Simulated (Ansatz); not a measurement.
# F3GeH3Si: the cost of one run

Method: the settings change from run to run; program: Ansatz 0.2.0, Gaussian basis.

### Step 1. The geometry

An earlier PBE0-D4 in a triple-zeta def2 set relaxation fixed the geometry.

SMILES `F[Si](F)(F)[GeH3]`, 8 atoms, charge 0, spin multiplicity 1.

Atoms are counted from 1 here; the program's logs count them from 0.

Bond lengths: F1–Si2 1.581 Å, Si2–F3 1.581 Å, Si2–F4 1.581 Å, Si2–Ge5 2.364 Å, Ge5–H6 1.533 Å, Ge5–H7 1.533 Å, Ge5–H8 1.533 Å. Angles: F1–Si2–F3 107.0°, F1–Si2–F4 107.0°, F1–Si2–Ge5 111.9°, F3–Si2–F4 107.0°, F3–Si2–Ge5 111.9°, F4–Si2–Ge5 111.9°, Si2–Ge5–H6 109.1°, Si2–Ge5–H7 109.1°, Si2–Ge5–H8 109.1°, H6–Ge5–H7 109.8°, H6–Ge5–H8 109.9°, H7–Ge5–H8 109.8°.

Geometry (Å):

```xyz
8

F     1.79841   -0.60191    1.26866
Si    0.57526   -0.95049    0.32926
F    -0.35936   -1.93863    1.13550
F     1.15293   -1.76047   -0.89967
Ge   -0.58435    0.98996   -0.36240
H    -1.10023    1.73347    0.87467
H    -1.76323    0.57947   -1.25179
H     0.37257    1.89161   -1.15013
```

### Step 2. PBE0/def2-mTZVPP

This run has charge +1, multiplicity 2, restricted open-shell orbitals, atoms shaken by 0.15 Å, D3(BJ) with three-body dispersion.

File in.yaml:

```yaml
crystal:
  periodic: [false, false, false]
  atoms:
    - {symbol: F, position_ang: [1.529791, -0.501511, 1.312302]}
    - {symbol: Si, position_ang: [0.632318, -0.741948, 0.047174]}
    - {symbol: F, position_ang: [-0.408970, -1.599630, 1.315467]}
    - {symbol: F, position_ang: [1.160089, -1.730274, -0.720430]}
    - {symbol: Ge, position_ang: [-0.648220, 0.970782, -0.320199]}
    - {symbol: H, position_ang: [-0.972085, 1.631463, 0.972957]}
    - {symbol: H, position_ang: [-1.955017, 0.611264, -1.087523]}
    - {symbol: H, position_ang: [0.449017, 1.899152, -1.206744]}
basis:
  gaussian: {orbitals: def2-mTZVPP}
total_charge: 1
magnetization: {spin_polarized: false, initial_magnetization: 1}
hamiltonian: {xc: {name: PBE0}, dispersion: d3bjatm}
```

Run with:

```console
> ansatz run in.yaml --threads 4 --pin off --events-out ev --progress --plain --max-ram 10444MiB
```

What time and memory should one allow on 4 threads of Arm Neoverse V1, shared host?

About 9.5 s, with a peak of 0.62 GiB.
